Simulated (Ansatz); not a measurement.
# BCl2HO: the cost of one run

Program: Ansatz 0.2.0. Level of theory: RHF/def2-SVPD. These are calculated values, not measurements.

**1. Starting point**

Bond lengths: B1–O2 1.410 Å, O2–H3 1.010 Å, B1–Cl4 1.860 Å, B1–Cl5 1.860 Å. Angles: B1–O2–H3 109.5°, O2–B1–Cl4 120.0°, O2–B1–Cl5 120.0°, Cl4–B1–Cl5 120.0°.

As a file:

```xyz
5

B     0.0000    0.0000    0.0000
O     0.0000    0.0000    1.4100
H    -0.9095   -0.2814    1.7471
Cl    1.6108    0.0000   -0.9300
Cl   -1.6108    0.0000   -0.9300
```

**2. Preparing the start**

input.yaml

```yaml
crystal:
  periodic: [false, false, false]
  atoms:
    - { symbol: B, position_ang: [0.0, 0.0, 0.0] }
    - { symbol: O, position_ang: [0.0, 0.0, 1.41] }
    - { symbol: H, position_ang: [-0.9095, -0.2814, 1.7471] }
    - { symbol: Cl, position_ang: [1.6108, 0.0, -0.93] }
    - { symbol: Cl, position_ang: [-1.6108, 0.0, -0.93] }
basis:
  gaussian: { orbitals: def2-SVPD }
hamiltonian:
  xc: hf
relax:
  f_tol: 0.02
  max_steps: 40
output:
  orbitals: {}
```

Launch:

```sh
> ansatz run input.yaml --threads 1 --pin off --max-ram 2048MiB --backend cpu --events-out ev --progress --plain --runs-dir out
```

Q: Estimate wall time and peak memory on 1 thread of AMD EPYC 9R45 (Zen 5), shared host.

About 7.1 s, with a peak of 0.22 GiB.
